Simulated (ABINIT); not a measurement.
Runs of ABINIT 10.8.3 (patched build) on GdB. It takes space group Pm-3m (No. 221, cubic). The conventional cell has a = 3.245 Å, b = 3.245 Å, c = 3.245 Å, α = 90.00°, β = 90.00°, γ = 90.00°. Around Gd (site symmetry m-3m) lie 8 B at 2.81 Å. Around B (site symmetry m-3m) lie 8 Gd at 2.81 Å. The cell was built by a generator and needn't be a form met in nature.

```tsv
task	level	U	cell	k mesh	cutoff (eV)	occupation projector (dmatpuopt)	cutoff smearing ecutsm (Ha)	stop of the response cycle (tolvrs)	acoustic sum rule (asr)	fine-grid cutoff	gap on the mesh (eV)	pressure (GPa)	moment (μB)
phonons	WC+U	Gd f U = 4 eV, J = 0.5 eV	cell relaxed at zero pressure by an earlier run	6 × 6 × 6, shifted	544	1	0.5	1e-08	1	1088.46 eV	-	(a)	1.06
relaxation of cell and atoms	WC+U	Gd f U = 4 eV, J = 0.5 eV	relaxed	6 × 6 × 6	544	-	0.5	-	-	1088.46 eV	none	0.0	7.09
single point	PBEsol+U	Gd f U = 8 eV, J = 0.7 eV	as given	6 × 6 × 6	408	-	-	-	-	816.342 eV	none	-1.8	1.00
single point	WC+U	Gd f U = 4 eV, J = 0.5 eV	cell relaxed	6 × 6 × 6	544	-	-	-	-	1088.46 eV	none	(b)	7.09
```

Alike in all rows: potentials or basis JTH PAW PBE v2.0; spin collinear, ferromagnetic start; smearing fermi-dirac 0.05 eV.

Problem. Estimate the missing entries.

Solution. (a) -1.0; (b) -0.1.

Caveats: the PAW data sets were made with another functional, which shifts forces and pressure a little; spin-orbit coupling is left out, which moves the levels of the heavy elements; a cell with one magnetic atom can't hold antiferromagnetic order, which such compounds often take; the moment fell far below its start of 7 μB, so a state of higher moment may lie lower in energy (some runs); the mesh is coarse for a metal's response (some runs).

A k mesh can miss the band edges, and the runs leave out spin-orbit coupling on Gd.

A gap of «none» marks a metal or a gap under the smearing width.
